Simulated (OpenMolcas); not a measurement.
**Mo³⁺ among point charges: CASSCF and CASPT2 levels, g values and susceptibility**

How does a field of 6 point charges split the states of Mo³⁺, and what g values and χT follow?

Method: state-averaged CASSCF and CASPT2, spin-orbit coupling by RASSI with atomic mean-field integrals. Code: OpenMolcas 26.06.

## (1) The system

```
Species                           : Mo³⁺ (molybdenum, Z = 42, 39 electrons)
Basis                             : ANO-RCC-VTZP [7s6p4d2f1g], 68 functions
Scalar Hamiltonian                : DKH2, point nucleus
Inactive shells                   : 1s 2s 2p 3s 3p 3d 4s 4p
Active space                      : 3 electrons in 5 orbitals (4d)
Some configurations of this space : 4d3
Orbitals                          : optimised for each spin and parity, averaged over all roots
```

The outer shells:

4d3
```
4d [↑ ][↑ ][↑ ][  ][  ]
```

The ion sits among 6 point charges of -1 e arranged as a tetragonal octahedron (D4h), 1.82 Å from the ion, with the axial distance 2.148 Å.

The work runs as a chain of OpenMolcas steps in one folder; each step below is one input file. The outputs are cut to the sections that carry results. Labels, J, g values, rates, χT and fits are worked out afterwards by a script from the matrices that RASSI stores. The input lists half of the charges; inversion (Group=XYZ) makes the rest.

## (2) Basis and integrals

The input, a.inp:

```
&GATEWAY
Coord
1

Mo 0.0 0.0 0.0
Basis=ANO-RCC-VTZP
Group=XYZ
NoMove
AngMom=0.0 0.0 0.0
AMFI
XField
3 Angstrom 0
1.820000 0.000000 0.000000 -1.000000
0.000000 1.820000 0.000000 -1.000000
0.000000 0.000000 2.147600 -1.000000
&SEWARD
```

Started as:

```sh
$ OMP_NUM_THREADS=1 MOLCAS_MEM=1689 MOLCAS_PROJECT=a pymolcas a.inp > a.log
```

## (3) CASSCF: quartets of even parity, 10 roots

The input, a.inp:

```
&RASSCF
FileOrb=start.orb
Symmetry=1
Spin=4
nActEl=3 0 0
Inactive=9 9
Ras2=5 0
CIRoot=10 10 1
SDav=10
CIMx=300
Iter=120 100
PrWF=0.3
OrbListing=Nothing
MaxOrb=0
>>> COPY $Project.JobIph JOB001
```

start.orb holds the contracted functions of the basis, ordered by shell, or the orbitals of the step before.

## (4) Reference wave functions, doublets of even parity, 40 roots

The input, a.inp:

```
&RASSCF
FileOrb=start.orb
Symmetry=1
Spin=2
nActEl=3 0 0
Inactive=9 9
Ras2=5 0
CIRoot=40 40 1
SDav=40
CIMx=300
Iter=120 100
PrWF=0.3
OrbListing=Nothing
MaxOrb=0
>>> COPY $Project.JobIph JOB002
```

## (5) RASSI: spin-orbit coupling between the states

The input, a.inp:

```
&RASSI
NrOfJobIphs=2 10 40
1 2 3 4 5 6 7 8 9 10
1 2 3 4 5 6 7 8 9 10 11 12 13 14 15 16 17 18 19 20 21 22 23 24 25 26 27
28 29 30 31 32 33 34 35 36 37 38 39 40
IphNames
JOB001
JOB002
EJob
SpinOrbit
DIPRint=1.0
SOCoupling=1000.0
Subsets=2
Property=9
'ANGMOM' 1 'ANGMOM' 2 'ANGMOM' 3 'MLTPL  1' 1 'MLTPL  1' 2 'MLTPL  1' 3
'AMFI' 1 'AMFI' 2 'AMFI' 3
SOProperty=3
'ANGMOM' 1 'ANGMOM' 2 'ANGMOM' 3
```

## (6) CASPT2: IPEA 0.25, imaginary shift 0.1 (closed shells correlated: 4s 4p)

The input, a.inp:

```
>>> COPY JOB001 $Project.JobIph
&CASPT2
Multistate=10 1 2 3 4 5 6 7 8 9 10
NoMult
Frozen=8 6
IPEA=0.25
Imaginary=0.1
MaxIter=60
WThr=0.0 0.3 0.05
PrWF=0.5
NoMix
>>> COPY JOB002 $Project.JobIph
&CASPT2
Multistate=40 1 2 3 4 5 6 7 8 9 10 11 12 13 14 15 16 17 18 19 20 21 22
23 24 25 26 27 28 29 30 31 32 33 34 35 36 37 38 39 40
NoMult
Frozen=8 6
IPEA=0.25
Imaginary=0.1
MaxIter=60
WThr=0.0 0.3 0.05
PrWF=0.5
NoMix
```

(Steps that only read results are left out.)

Q: Predict the outcome of this session. Wanted: spin-free ground state; first state of the same spin; lowest level; next level.

**Answer**, as computed:

```
                    quantity                                                                        value
                      method  SS-CASPT2, IPEA 0.25, imaginary shift 0.1 (closed shells correlated: 4s 4p)
      spin-free ground state                                              4B1, 1-fold in its orbital part
first state of the same spin                                                              4E at 6410 cm⁻¹
                lowest level                                            2-fold E3/2, g = 1.77, 3.37, 3.37
                  next level                                                                    29.7 cm⁻¹
                 χT at 300 K                                                               1.45 cm³ K/mol
   effective moment at 300 K                                                                      3.41 μB
```

Cost by method:

```
                                              method  time of its own steps  time with the reference
                                           A. CASSCF                   10 s                     10 s
B. SS-CASPT2, IPEA 0.25, imaginary shift 0.1, +4s 4p                  5.7 s                     16 s
```

Times are of one thread on a shared host.

The spin-free ground state (4B1) comes to 100 % from free-ion F terms and keeps the highest spin of the shell. χT at 300 K is 1.45, against 1.88 cm³ K/mol for the spin alone, so orbital moment lowers it. Point charges give too small a field for d ions at true ligand charges. Point charges carry no covalency, so the field is a model and not that of real ligands.
